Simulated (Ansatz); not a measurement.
# Cl2GaH: ladder of basis sets in Python

A script is to give a ladder of basis sets; the system is Cl2GaH.

Computed with Ansatz 0.2.0 through its Python package. The levels of theory stand in the script.

**1. The system**

Bond lengths: Cl1–Ga2 2.302 Å, Ga2–Cl3 2.203 Å, Ga2–H4 1.451 Å. Angles: Cl1–Ga2–Cl3 115.2°, Cl1–Ga2–H4 126.4°, Cl3–Ga2–H4 117.8°.

No structure file is read: the coordinates are typed or built in the script.

**2. The code**

The input, basis.py:

```python
# -*- coding: utf-8 -*-
"""How the energy of Cl2GaH converges with the basis."""

import ansatz as az

params = {
    "functional": "hf",
}

mol = (
    az.Crystal.molecule()
    .atom("Cl", (-2.0908, -0.0886, -0.5927))
    .atom("Ga", (0.1412, 0.1776, -0.0982))
    .atom("Cl", (1.108, -1.5634, 0.843))
    .atom("H", (0.8971, 1.4141, -0.1724))
)

base = mol.calculation().functional(params["functional"])

energies = {}
for basis in ["def2-SVP", "def2-SVPD", "def2-TZVP", "def2-TZVPP"]:
    rep = base.basis(gaussian=basis).run(threads=1, backend="cpu").report
    size = rep["n_frozen"] + rep["n_occupied"][0] + rep["n_virtual"][0]
    energies[basis] = (rep["reference_energy_ev"] / 27.211386246, rep["free_energy_ev"] / 27.211386246)
    print(f"{basis:14s} {size:4d} orbitals  reference {energies[basis][0]:14.6f} Ha  total {energies[basis][1]:14.6f} Ha")

last = energies["def2-TZVPP"][1]
for basis, (_, total) in energies.items():
    print(f"{basis:14s} lies {27.211386 * (total - last):9.4f} eV above def2-TZVPP")
```

**3. The input behind the calls**

The engine receives this input (first run):

```yaml
crystal:
  periodic: [false, false, false]
  atoms:
    - { symbol: Cl, position_ang: [-2.0908, -0.0886, -0.5927] }
    - { symbol: Ga, position_ang: [0.1412, 0.1776, -0.0982] }
    - { symbol: Cl, position_ang: [1.108, -1.5634, 0.843] }
    - { symbol: H, position_ang: [0.8971, 1.4141, -0.1724] }
basis:
  gaussian:
    orbitals: def2-SVP
hamiltonian:
  xc: hf
```

**4. Launch**

Launch:

```bash
python basis.py
```

What it wrote:

```text
def2-SVP         73 orbitals  reference   -2842.398406 Ha  total   -2842.398406 Ha
def2-SVPD       100 orbitals  reference   -2842.414111 Ha  total   -2842.414111 Ha
def2-TZVP       128 orbitals  reference   -2842.961947 Ha  total   -2842.961947 Ha
def2-TZVPP      146 orbitals  reference   -2842.962260 Ha  total   -2842.962260 Ha
def2-SVP       lies   15.3432 eV above def2-TZVPP
def2-SVPD      lies   14.9159 eV above def2-TZVPP
def2-TZVP      lies    0.0085 eV above def2-TZVPP
def2-TZVPP     lies    0.0000 eV above def2-TZVPP
```

Wall time 6 s (1 thread of Arm Neoverse V1, shared host); peak memory 0.34 GiB.

**5. Inputs of later runs**

The engine's inputs for the other runs:

Run 2, against run 1:

```diff
@@ -10 +10 @@
-    orbitals: def2-SVP
+    orbitals: def2-SVPD
```

Run 3, against run 1:

```diff
@@ -10 +10 @@
-    orbitals: def2-SVP
+    orbitals: def2-TZVP
```

Run 4, against run 1:

```diff
@@ -10 +10 @@
-    orbitals: def2-SVP
+    orbitals: def2-TZVPP
```

**6. Run by run**

One row for each of the 4 runs:

| run | basis | energy (eV) | SCF cycles | CPU time (s) |
| --- | --- | --- | --- | --- |
| 1 | def2-SVP | -77345.6009 | 11 | 0.64 |
| 2 | def2-SVPD | -77346.0282 | 12 | 1.4 |
| 3 | def2-TZVP | -77360.9356 | 12 | 1.6 |
| 4 | def2-TZVPP | -77360.9441 | 12 | 2 |

**7. Outcome**

| quantity | value |
| --- | --- |
| runs compared | 4 |
| change of the total from set to set | -0.427, -14.907, -0.009 eV |

What this shows: Against def2-SVP: def2-SVPD -15.7 mHa, def2-TZVP -563.5 mHa and def2-TZVPP -563.9 mHa. The last step alone is -0.31 mHa (these two sets differ little on atoms other than hydrogen). From the first set to the last the time grows from 0.6 to 2.0 s. The drop along the ladder measures the basis error, and is no property of the molecule. The geometry is a force-field or estimated start, not a minimum of this method, and the last set is no limit. Much of the fall in a total is atomic energy, which cancels in bond and reaction energies.
